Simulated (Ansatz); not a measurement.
# C2H8InNO: one species, many methods

One table from this session's results is given with a row withheld; the runs are named, their logs left out.

Program: Ansatz 0.2.0, Gaussian basis. Level of theory: functionals in def2-TZVPP, the program's frozen cores in correlated methods. These are calculated values, not measurements.

The runs, in order: LDA (SPW92), PBE-D4, revPBE-D4, BLYP-D4, r2SCAN-D4, B97M-V, PBE0-D4, B3LYP-D4, r2SCANh-D4, r2SCAN0-D4, HSE06-D4, BHLYP-D4, CAM-B3LYP-D4, LC-ωPBE, ωB97X-V, ωB97M-V, B2PLYP, PBE-QIDH; CCSD(T)/def2-SVP; CCSD(T)/def2-TZVPP; MP2/def2-QZVPP; extrapolation to the limit; RPA on PBE.

## Structure used throughout

All runs share one geometry, relaxed beforehand with PBE0-D4 in a triple-zeta def2 set. In takes the def2 core potential; no spin-orbit term is included.

13 atoms, charge 0, spin multiplicity 1.

Atoms are counted from 1 here; the program's logs count them from 0.

Bond lengths: C1–N2 1.440 Å, C1–H6 1.101 Å, C1–H7 1.101 Å, C1–H8 1.092 Å, N2–C3 1.437 Å, N2–In4 1.999 Å, C3–H9 1.102 Å, C3–H10 1.102 Å, C3–H11 1.093 Å, In4–O5 1.992 Å, In4–H12 1.698 Å, O5–H13 0.959 Å. Angles: N2–C1–H6 111.5°, N2–C1–H7 111.5°, N2–C1–H8 110.8°, H6–C1–H7 107.0°, H6–C1–H8 107.9°, H7–C1–H8 107.9°, C1–N2–C3 113.4°, C1–N2–In4 121.7°, C3–N2–In4 124.9°, N2–C3–H9 111.8°, N2–C3–H10 111.8°, N2–C3–H11 111.3°, H9–C3–H10 106.8°, H9–C3–H11 107.4°, H10–C3–H11 107.4°, N2–In4–O5 106.0°, N2–In4–H12 129.1°, O5–In4–H12 125.0° and more.

Set-up of the first run:

Contents of in.yaml:

```yaml
crystal:
  periodic: [false, false, false]
  atoms:
    - {symbol: C, position_ang: [-0.313999, 0.283520, 1.370144]}
    - {symbol: N, position_ang: [0.196765, -0.249108, 0.133643]}
    - {symbol: C, position_ang: [1.093629, -1.356228, 0.317789]}
    - {symbol: In, position_ang: [-0.326269, 0.518776, -1.636412]}
    - {symbol: O, position_ang: [-1.579291, 2.014540, -1.236486]}
    - {symbol: H, position_ang: [-0.869120, -0.478453, 1.939338]}
    - {symbol: H, position_ang: [0.498252, 0.642648, 2.021270]}
    - {symbol: H, position_ang: [-0.989086, 1.120609, 1.182753]}
    - {symbol: H, position_ang: [0.605591, -2.195362, 0.838474]}
    - {symbol: H, position_ang: [1.971832, -1.075055, 0.920394]}
    - {symbol: H, position_ang: [1.460911, -1.734095, -0.639948]}
    - {symbol: H, position_ang: [0.155749, 0.043042, -3.193362]}
    - {symbol: H, position_ang: [-1.904974, 2.465157, -2.017597]}
basis:
  gaussian: {orbitals: def2-TZVPP}
hamiltonian: {xc: lda}
output: {orbitals: {seedname: orbitals}}
```

Run with:

```
$ ansatz run in.yaml --threads 2 --pin off --events-out ev --progress --plain --max-ram 31744MiB --backend cuda --devices 0, --max-vram 18GiB
```

Steps of the session up to this table: LDA; PBE-D4 (GGA); revPBE-D4 (GGA); BLYP-D4 (GGA); r2SCAN-D4 (meta-GGA); B97M-V (meta-GGA); PBE0-D4 (hybrid); B3LYP-D4 (hybrid); r2SCANh-D4 (hybrid); r2SCAN0-D4 (hybrid); HSE06-D4 (hybrid); BHLYP-D4 (hybrid); CAM-B3LYP-D4 (range-separated); LC-ωPBE (range-separated); ωB97X-V (range-separated); ωB97M-V (range-separated); B2PLYP (double hybrid); PBE-QIDH (double hybrid).

One of the session's tables, all rows but one given; the rest of the session is left out.

It belongs to the step «Orbital energies across the functionals». 

| functional | HOMO (eV) | gap (eV) |
| --- | --- | --- |
| LDA (SPW92) | -4.92 | 3.25 |
| PBE-D4 | -4.77 | 3.31 |
| revPBE-D4 | -4.70 | 3.34 |
| BLYP-D4 | -4.68 | 3.25 |
| r2SCAN-D4 | -4.96 | 3.76 |
| B97M-V | -5.09 | 3.58 |
| PBE0-D4 | -5.96 | 5.15 |
| B3LYP-D4 | ? | ? |
| r2SCANh-D4 | -5.41 | 4.45 |
| r2SCAN0-D4 | -6.11 | 5.47 |
| HSE06-D4 | -5.56 | 4.41 |
| BHLYP-D4 | -7.13 | 6.88 |
| CAM-B3LYP-D4 | -7.32 | 7.25 |
| LC-ωPBE | -8.60 | 9.56 |
| ωB97X-V | -8.29 | 9.13 |
| ωB97M-V | -8.23 | 8.72 |

**Question.** Estimate the row for B3LYP-D4.

Worked estimate for «HOMO (eV)». Against the share of exact exchange, BLYP-D4 (0, -4.68), BHLYP-D4 (0.5, -7.13) give a slope of -4.90 per unit share; at 0.2 the line stands at -5.66.

The run gave: HOMO (eV): -5.79; gap (eV): 4.71. In «HOMO (eV)» the line misses by +0.13.
